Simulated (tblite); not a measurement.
# C4H9F3N2: the cost of one run

Computed with tblite 0.8.0 and PySCF 2.14.0, with density-fitted response routines of our own, on a single molecule, in the gas phase or a continuum. Atoms are numbered from 0 throughout.

## Step 1: The starting structure

18 atoms, charge 0, multiplicity 1; geometry from: force field or distance geometry start.

Bonds of the start (Å): C0–N1 1.46, N1–N2 1.49, N2–C3 1.46, N2–C4 1.49, C4–C5 1.53, C5–F6 1.35, C5–F7 1.37, C5–F8 1.36, C0–H9 1.10, C0–H10 1.09, C0–H11 1.10, N1–H12 1.02, C3–H13 1.11, C3–H14 1.10, C3–H15 1.07, C4–H16 1.10, C4–H17 1.09.

## Step 2: Optimising the geometry with GFN2-xTB

What the job is given:

```
{"job": {"kind": "relax", "xc": "GFN2-xTB", "basis": "xTB"}, "charge": 0, "multiplicity": 1}
C     -2.235800     0.921200     0.195000
N     -1.366100     0.434400    -0.875100
N     -0.246000    -0.304500    -0.235900
C      0.057700    -1.482000    -1.052500
C      0.918100     0.615800    -0.153600
C      2.195000     0.069300     0.483400
F      1.967900    -0.478000     1.693800
F      3.106700     1.072500     0.668900
F      2.802900    -0.867600    -0.287700
H     -3.088600     1.459400    -0.252100
H     -1.730500     1.623500     0.857400
H     -2.656000     0.097600     0.794100
H     -1.933100    -0.179500    -1.451600
H      0.813200    -2.111000    -0.547600
H     -0.832700    -2.115200    -1.151700
H      0.417800    -1.229300    -2.033300
H      1.175300     0.990700    -1.160100
H      0.625400     1.489000     0.430300
```

On the command line:

```console
OMP_NUM_THREADS=1 python probes_run.py task.json out
```

The driver reads the jobs from task.json and runs them one after another.

**Question.** How long does this first job take on 1 thread of Arm Neoverse N1, shared host, and how much memory does it need?

About 1.2 s, with a peak of 0.18 GiB.
